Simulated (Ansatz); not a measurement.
Predict the output of the script below (Ansatz's Python interface).

`ru_vcrelax.py`:
```python
"""Cell relaxation of Ru."""

import logging
import sys

import ansatz as az
from ase import Atoms
from ase.neighborlist import neighbor_list
import numpy as np

logging.basicConfig(stream=sys.stdout, format="%(name)s: %(message)s")
logger = logging.getLogger("ansatz_job")
logger.setLevel(logging.INFO)

def edges_and_angles(cell):
    cell = np.asarray(cell)
    a, b, c = np.linalg.norm(cell, axis=1)
    cosines = cell[1] @ cell[2] / (b * c), cell[0] @ cell[2] / (a * c), cell[0] @ cell[1] / (a * b)
    return (a, b, c, *np.degrees(np.arccos(cosines)))

structure = (
    az.Lattice.of((2.7058, 0.0, 0.0), (-1.3529, 2.34329154, 0.0), (0.0, 0.0, 4.2819))
    .atom("Ru", (1 / 3, 2 / 3, 0.25))
    .atom("Ru", (2 / 3, 1 / 3, 0.75))
)

# only the volume may change
job = (
    structure.calculation()
    .functional("r2SCAN")
    .pseudopotentials("paw")
    .kpoints(14, 14, 8)
    .occupations(az.OccupationsMethod.METHFESSEL_PAXTON)
    .relax(fix_cell=["shape"])
)
steps = []


def collect(event):
    if event["event"] == "relax_step":
        steps.append(event["data"])


result = job.session().plan().execute(on_event=collect)
summary = result.report
for s in steps:
    flag = "" if s["accepted"] else "  (rejected)"
    logger.info("step %2d  E = %.5f eV  largest force component = %.4f eV/A%s" % (s["step"], s["lagrangian_ev"], s["allowed_force_max_ev_ang"], flag))

first, last = steps[0], steps[-1]
symbols = [site.symbol for site in result.lattice.sites]
logger.info(f"energy gained {first['lagrangian_ev'] - last['lagrangian_ev']:.4f} eV in {len(steps) - 1} steps")
for label, vectors in (("before", first["cell_ang"]), ("after", result.lattice.cell_ang)):
    print(label, "a b c (A) {:.4f} {:.4f} {:.4f}  angles {:.2f} {:.2f} {:.2f}".format(*edges_and_angles(vectors)), f" V = {abs(np.linalg.det(vectors)):.3f} A^3")
print("final stress xx yy zz (GPa, compression positive):", np.round(np.diag(summary["stress_gpa"]), 3) + 0.0)

final = Atoms(symbols, positions=last["positions_ang"], cell=result.lattice.cell_ang, pbc=True)
i, j, d = neighbor_list("ijd", final, 4.5)
logger.info("neighbours within 1.2 times the shortest distance of each atom (A)")
for atom in range(len(final)):
    near = [m for m in np.argsort(d) if i[m] == atom]
    shell = [m for m in near if d[m] < 1.2 * d[near[0]]]
    print(f"{symbols[atom]}{atom} ({len(shell)}):", ", ".join(f"{symbols[j[m]]} {d[m]:.3f}" for m in shell))

change = np.array(last["positions_ang"]) @ np.linalg.inv(last["cell_ang"]) - np.array(first["positions_ang"]) @ np.linalg.inv(first["cell_ang"])
moved = np.linalg.norm(change @ np.array(last["cell_ang"]), axis=1)
print("displacement within the cell, strain taken out (A):", " ".join(f"{s}:{d:.3f}" for s, d in zip(symbols, moved)))

energy = summary["free_energy_ev"]
logger.info("F of the Ru cell: {:.6f} eV = {:.6f} Ry = {:.6f} Ha".format(energy, energy / 13.605693, energy / 27.211386))
logger.info("Fermi level {:.4f} eV, {} k-points, {} symmetry operations".format(summary["fermi_energy_ev"], summary["n_kpoints"], summary["n_symmetry_ops"]))
```

```console
$ python ru_vcrelax.py
DeckWarning: basis.ecutwfc = 500 eV, auto-derived from the records' recommended cutoffs: set by Ru (their level for a meta-GGA)
ansatz_job: step  1  E = -11781.40310 eV  largest force component = 0.0000 eV/A
ansatz_job: step  2  E = -11781.40301 eV  largest force component = 0.0000 eV/A  (rejected)
ansatz_job: step  3  E = -11781.40427 eV  largest force component = 0.0000 eV/A
ansatz_job: step  4  E = -11781.40416 eV  largest force component = 0.0000 eV/A
ansatz_job: energy gained 0.0011 eV in 3 steps
before a b c (A) 2.7058 2.7058 4.2819  angles 90.00 90.00 120.00  V = 27.149 A^3
after a b c (A) 2.7004 2.7004 4.2733  angles 90.00 90.00 120.00  V = 26.986 A^3
final stress xx yy zz (GPa, compression positive): [ 0.796  0.796 -1.687]
ansatz_job: neighbours within 1.2 times the shortest distance of each atom (A)
Ru0 (12): Ru 2.645, Ru 2.645, Ru 2.645, Ru 2.645, Ru 2.645, Ru 2.645, Ru 2.700, Ru 2.700, Ru 2.700, Ru 2.700, Ru 2.700, Ru 2.700
Ru1 (12): Ru 2.645, Ru 2.645, Ru 2.645, Ru 2.645, Ru 2.645, Ru 2.645, Ru 2.700, Ru 2.700, Ru 2.700, Ru 2.700, Ru 2.700, Ru 2.700
displacement within the cell, strain taken out (A): Ru:0.000 Ru:0.000
ansatz_job: F of the Ru cell: -11781.404159 eV = -865.917242 Ry = -432.958621 Ha
ansatz_job: Fermi level 23.5494 eV, 120 k-points, 24 symmetry operations
```
(Warnings from the package without file and line.)

Total energies depend on the potentials; only differences at equal settings carry meaning. A total without «per atom» is that of the whole cell that was run. Forces vanish by symmetry, so the ions can't move, and the end may be a saddle. The zero of the levels is a convention of the potentials, so an absolute Fermi energy is no work function. Energies along a relaxation are free energies. Rows at an unchanged volume are solved on a plane-wave basis chosen afresh for that cell, so the energy can jump there; the script counts such rows among its steps. Hardware and time: 23 s on 1 thread of Arm Neoverse V2, with other jobs on the host, peak memory 0.52 GiB.
